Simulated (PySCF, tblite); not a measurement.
# C₇H₉S radical: geometry, infrared bands and EPR parameters

What infrared bands and EPR parameters should C₇H₉S radical (`[CH2]c1ccc(CC)s1`) show?

The runs use tblite 0.8.0 and PySCF 2.14.0, with density-fitted response routines of our own; the level of theory stands in each step. All values are computed, except where a source is named. Atoms are numbered from 0 throughout.

### 1 The molecule as given

17 atoms, charge 0, multiplicity 2; geometry from: force field or distance geometry start.

Bonds of the start (Å): C0–C1 1.43, C1–C2 1.36, C2–C3 1.43, C3–C4 1.39, C4–C5 1.50, C5–C6 1.52, C4–S7 1.71, S7–C1 1.72, C0–H8 1.08, C0–H9 1.09, C2–H10 1.08, C3–H11 1.08, C5–H12 1.09, C5–H13 1.10, C6–H14 1.10, C6–H15 1.08, C6–H16 1.10.

### 2 Optimising the geometry with GFN2-xTB

Job settings and geometry (Å):

```
{"job": {"kind": "relax", "xc": "GFN2-xTB", "basis": "xTB"}, "charge": 0, "multiplicity": 2}
C      3.377700     0.310700     0.527600
C      2.042500     0.051100     0.093400
C      1.576100    -0.109900    -1.179100
C      0.165800    -0.361400    -1.228900
C     -0.391500    -0.410200     0.048000
C     -1.825700    -0.656800     0.411500
C     -2.627800     0.635900     0.431900
S      0.792000    -0.127800     1.256200
H      4.170800     0.423200    -0.196400
H      3.607300     0.409300     1.585600
H      2.189500    -0.035200    -2.065500
H     -0.405600    -0.522600    -2.128400
H     -2.273200    -1.347500    -0.299200
H     -1.881800    -1.146700     1.390500
H     -3.673900     0.430700     0.697700
H     -2.618700     1.126600    -0.530400
H     -2.230400     1.342700     1.175600
```

On the command line:

```sh
$ OMP_NUM_THREADS=1 python probes_run.py task.json out
```

The driver reads the jobs from task.json and runs them one after another.

**Question.** This job is followed by: GFN2-xTB harmonic vibrations, gas phase; UKS B3LYP, pcH-1 on C H S, non-relativistic, mean-field spin-orbit, GIAO. What will the session give for the following? strongest single infrared mode (GFN2-xTB); zero-point energy (GFN2-xTB); g(iso) (B3LYP); ⟨S²⟩; largest a(iso) (averaged by class); surface potential, 1st and 99th percentile.

**Answer**, as computed:

| quantity | value |
| --- | --- |
| strongest single infrared mode (GFN2-xTB) | 3037 cm⁻¹, 41 km/mol |
| zero-point energy (GFN2-xTB) | 84.7 kcal/mol |
| g(iso) (B3LYP) | 2.00314 |
| ⟨S²⟩ | 0.779 (exact 0.75) |
| largest a(iso) (averaged by class) | 13C on C0, 48.2 MHz |
| surface potential, 1st and 99th percentile | -0.69 V and 0.92 V |

In words: Relaxing lowered the energy by 0.231 eV in 48 steps; the close pair that moved most is C0–C1, from 1.428 to 1.356 Å. All 45 modes are real, so the xTB geometry is a minimum. Unscaled tight-binding wavenumbers are off by several per cent, some by more. Its intensities can rank the bands wrongly. The largest share of the spin, 0.61 e, sits on C0. The isotropic g lies 0.8 ppt above the free-electron value.
